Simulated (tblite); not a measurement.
# C4H12AlNO2: the cost of one run

The runs use tblite 0.8.0 and PySCF 2.14.0, with density-fitted response routines of our own; the level of theory stands in each step. All values are computed, except where a source is named. Atoms are numbered from 0 throughout.

## Step 1: Starting geometry

20 atoms, charge 0, multiplicity 1; geometry from: force field or distance geometry start.

Bonds of the start (Å): C0–N1 1.46, N1–C2 1.42, N1–Al3 1.91, N1–C4 1.46, C4–O5 1.42, O5–C6 1.41, C6–O7 1.26, C0–H8 1.11, C0–H9 1.11, C0–H10 1.12, C2–H11 1.11, C2–H12 1.14, C2–H13 1.12, Al3–H14 1.60, Al3–H15 1.60, Al3–H16 1.57, C4–H17 1.11, C4–H18 1.10, C6–H19 1.09.

## Step 2: Optimising the geometry with GFN2-xTB

What the job is given:

```
{"job": {"kind": "relax", "xc": "GFN2-xTB", "basis": "xTB"}, "charge": 0, "multiplicity": 1}
C     -0.628000    -0.551600     1.264100
N     -0.597500    -0.113200    -0.131600
C     -1.517800    -0.931900    -0.837700
Al    -1.024200     1.744500    -0.153000
C      0.774500    -0.211300    -0.612200
O      1.600500    -0.131500     0.541900
C      3.001900    -0.184900     0.431900
O      3.525800    -0.305900    -0.706000
H      0.123700    -0.004400     1.870500
H     -0.452600    -1.643100     1.275000
H     -1.672100    -0.307300     1.603600
H     -1.341700    -1.999800    -0.596100
H     -2.585000    -0.738900    -0.481400
H     -1.449500    -0.860300    -1.950400
H     -1.780600     2.194400     1.177600
H      0.365000     2.544500    -0.164700
H     -1.897800     2.188600    -1.380100
H      0.944000    -1.156900    -1.159000
H      0.987300     0.605300    -1.324200
H      3.619000    -0.125800     1.328700
```

Run with:

```
OMP_NUM_THREADS=1 python probes_run.py task.json out
```

One launch serves the whole session: the jobs run in the order shown.

Q: Estimate the wall time and peak memory of this first job on 1 thread of Arm Neoverse N1, shared host.

About 1.8 s, with a peak of 0.18 GiB.
